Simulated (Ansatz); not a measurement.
Working through a polarisability from point charges of C₂H₅AlO, SMILES C=[C](O)[AlH2]

Program: Ansatz 0.2.0, Python API.

Interactive session:
```pycon
>>> import ansatz as az
>>> from ase import Atoms
>>> import numpy as np
>>> BASIS_SET = "def2-SVPD"
>>> FUNCTIONAL = "hf"
>>> atoms = Atoms(["C", "C", "O", "Al", "H", "H", "H", "H", "H"], positions=[
...     [-0.2884, 1.2696, -0.6676],
...     [0.2575, 0.1761, -0.3365],
...     [1.4119, -0.1923, -0.9801],
...     [-0.4469, -0.9699, 1.0614],
...     [0.0949, 1.9398, -1.4633],
...     [-1.2583, 1.6431, -0.2055],
...     [1.9466, -1.0522, -0.7182],
...     [0.246, -2.3257, 1.4627],
...     [-1.8748, -0.5348, 1.83],
... ])
>>> molecule = az.Crystal.molecule_from_ase(atoms)
>>> model = molecule.calculation().basis(gaussian=BASIS_SET).functional(FUNCTIONAL).forces()
>>> centre = np.mean([site.position_ang for site in molecule.cartesian_sites], axis=0)
>>> field = 2 * 14.399645 * 4.0 / 30.0 ** 2
>>> def dipole(axis, sign):
...     arm = 30.0 * np.eye(3)[axis]
...     pair = [{"charge": sign * 4.0, "position_ang": (centre - arm).tolist()}, {"charge": -sign * 4.0, "position_ang": (centre + arm).tolist()}]
...     deck = model.input().set(az.key.basis.gaussian.point_charges, pair)
...     return np.array(az.Session.from_dict(deck).plan().execute().report["charge_distribution"]["dipole_moment_e_ang"])
...
>>> print(f"field {field:.4f} V/A")
field 0.1280 V/A
>>> alpha = np.array([(dipole(axis, 1) - dipole(axis, -1)) / (2 * field) * 14.399645 for axis in range(3)])
>>> print("polarisability tensor (A^3)")
polarisability tensor (A^3)
>>> print(np.array2string(alpha, precision=3, suppress_small=True))
[[ 8.012 -1.123 -0.672]
 [-1.125  9.362 -1.401]
 [-0.669 -1.395  7.654]]
>>> print(f"mean {np.trace(alpha) / 3:.3f} A^3 = {np.trace(alpha) / 3 / 0.14818471:.2f} bohr^3")
mean 8.342 A^3 = 56.30 bohr^3
```

The geometry is a force-field or estimated start, not a minimum of this method, and the basis set is short of its limit. The field of two point charges is only nearly even. Run time: 12 s on 1 thread of AMD EPYC 9B14 (Zen 4), on a shared host, peak memory 0.32 GiB.
